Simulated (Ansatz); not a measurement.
# YS: the cost of one run

Program: Ansatz 0.2.0. Level of theory: DFT PBEsol, scalar-relativistic, plane waves, PAW. These are calculated values, not measurements.

1 further run of the same task is left out (set aside as unsound or not needed).

### 1 The structure to begin with

Symmetry: Fm-3m, No. 225, cubic system. The conventional cell has a = 5.460 Å, b = 5.460 Å, c = 5.460 Å, α = 90.00°, β = 90.00°, γ = 90.00°. Around Y (site symmetry m-3m) lie 6 S at 2.73 Å. S (site symmetry m-3m) has 6 Y at 2.73 Å as nearest neighbours.

Coordinates:

```cif
data_structure
_symmetry_space_group_name_H-M 'P 1'
_symmetry_Int_Tables_number 1
_cell_length_a 3.8611
_cell_length_b 3.8611
_cell_length_c 3.8611
_cell_angle_alpha 60.000
_cell_angle_beta 60.000
_cell_angle_gamma 60.000
_cell_volume 40.70
loop_
_atom_site_label
_atom_site_type_symbol
_atom_site_fract_x
_atom_site_fract_y
_atom_site_fract_z
_atom_site_occupancy
Y1 Y 0.50000 0.50000 0.50000 1
S1 S 0.00000 0.00000 0.00000 1
```

This cell was relaxed beforehand with the same method: volume 20.35 Å³/atom, gap on the mesh none (metal).

### 2 Static run: bands, density of states and charges

Input file input.yaml:

```yaml
crystal:
  lattice:
    - [0.0, 2.730179305, 2.730179305]
    - [2.730179305, 0.0, 2.730179305]
    - [2.730179305, 2.730179305, 0.0]
  atoms:
    - { symbol: "Y", position: [0.5, 0.5, 0.5] }
    - { symbol: S, position: [0.0, 0.0, 0.0] }
basis:
  ecutwfc: 420
kpoints:
  mp_grid: { grid: [14, 14, 14] }
  band_path:
    path:
      - [[0.0, 0.0, 0.0], [0.5, 0.0, 0.5], [0.625, 0.25, 0.625]]
      - [[0.375, 0.375, 0.75], [0.0, 0.0, 0.0], [0.5, 0.5, 0.5], [0.5, 0.25, 0.75], [0.5, 0.0, 0.5]]
    npoints: 14
hamiltonian:
  xc: pbesol
scf:
  occupations: { method: gaussian, width: 0.1 }
  n_extra_bands: 6
output:
  forces: true
  stress: true
  eigenvalues: true
  populations: true
  dos: { projected: true, de: 0.02, nscf_kmesh: { grid: [21, 21, 21] } }
  bader: true
```

Started as:

```
> ansatz run input.yaml --threads 1 --pin off --max-ram 2560MiB --backend cpu --events-out ev --progress --plain --runs-dir out
```

**Question.** How long does this run take on 1 thread of AMD EPYC 7R32 (Zen 2), shared host, and how much memory does it need?

About 18 s, with a peak of 0.43 GiB.
